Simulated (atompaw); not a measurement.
# Pseudopotential generation for cadmium: PAW (atompaw), PBE

Do these settings give a usable potential? It is generated, then checked for scattering, ghosts and hardness.

The numbers are computed with atompaw 4.2.0.5 (PBE, scalar-relativistic, spin-unpolarised reference atom).

### Step 1. The atom and the settings

The settings as typed:

```json
{
  "element": "cadmium (Cd, Z = 48)",
  "type": "PAW",
  "frozen core": "[Kr]",
  "valence charge": "12",
  "reference configuration": "4d10 5s2 5p0",
  "partial waves": "5s (bound): rc 2.70 bohr; 5s channel at 1.15 Ry: rc 3.00 bohr; 5p (bound, empty): rc 3.00 bohr; 5p channel at 1.2 Ry: rc 3.00 bohr; 4d (bound): rc 3.00 bohr; 4d channel at -0.15 Ry: rc 3.00 bohr",
  "local potential": "troulliermartins scheme with l = 3 at 0 Ry, radius 2.45 bohr",
  "core correction": "smooth core density matched at 1.65 bohr",
  "augmentation charge": "sinc compensation charge, radius 2.30 bohr; PAW radius 3.00 bohr; waves and projectors: custom polynom vanderbiltortho"
}
```

An earlier all-electron run gives the scale for the radii.

All-electron outer shells of the reference configuration (PBE, scalar-relativistic, ld1.x):

```json
{"shell": "4s", "level (eV)": "-105.92", "outermost node (bohr)": "0.43", "outermost maximum (bohr)": "0.79"}
{"shell": "4p", "level (eV)": "-66.97", "outermost node (bohr)": "0.43", "outermost maximum (bohr)": "0.84"}
{"shell": "4d", "level (eV)": "-11.73", "outermost node (bohr)": "0.42", "outermost maximum (bohr)": "0.98"}
{"shell": "5s", "level (eV)": "-5.66", "outermost node (bohr)": "1.07", "outermost maximum (bohr)": "2.35"}
{"shell": "5p", "level (eV)": "-1.18", "outermost node (bohr)": "1.20", "outermost maximum (bohr)": "3.33"}
```

### Step 2. Generation

Cd.input

```
Cd 48
GGA-PBE scalarrelativistic loggrid 1500 logderivrange -3 5 201
5 5 4 0 0 0
5 1 0
0 0 0
c
c
c
c
v
c
c
c
v
c
v
2
3.00 2.30 2.45 1.65
y
1.15
n
y
1.2
n
y
-0.15
n
custom polynom vanderbiltortho sinc
3 0 troulliermartins
2.70
3.00
3.00
3.00
3.00
3.00
PWSCFOUT
UPFDX 0.0125d0 UPFXMIN -7.d0 UPFZMESH 48.d0
END
```

The run is started by

```sh
$ atompaw < Cd.input > Cd.log
```

**Question.** What will these runs give? Wanted: cutoffs for 10 and 1 mRy, occupied levels; bound ghosts; largest phase difference near zero energy, channels read; lowest eigenvalue of the overlap; share of valence orbitals outside the PAW sphere; UPF file.

**Answer**, as computed:

| quantity | value |
| --- | --- |
| cutoffs for 10 and 1 mRy, occupied levels | 10 Ry and 18 Ry |
| bound ghosts | s at -281.88 eV |
| largest phase difference near zero energy, channels read | 0.008 rad |
| lowest eigenvalue of the overlap (Bessel basis) | 0.041 (s) |
| share of valence orbitals outside the PAW sphere | 5s 39 %, 5p 76 %, 4d 2 % |
| UPF file | written |

**Reading.** A bound ghost (s) makes it unfit for use: electrons can fall into a state that the atom doesn't have. By its cutoff, 10 Ry for the looser tolerance, it is soft on the atom at that tolerance. The slowest occupied level is 4d: taken alone it needs 10 Ry to come within 1 mRy, against 8 Ry for 5s. Near zero energy the phases of the channels with partial waves agree within 0.008 rad.
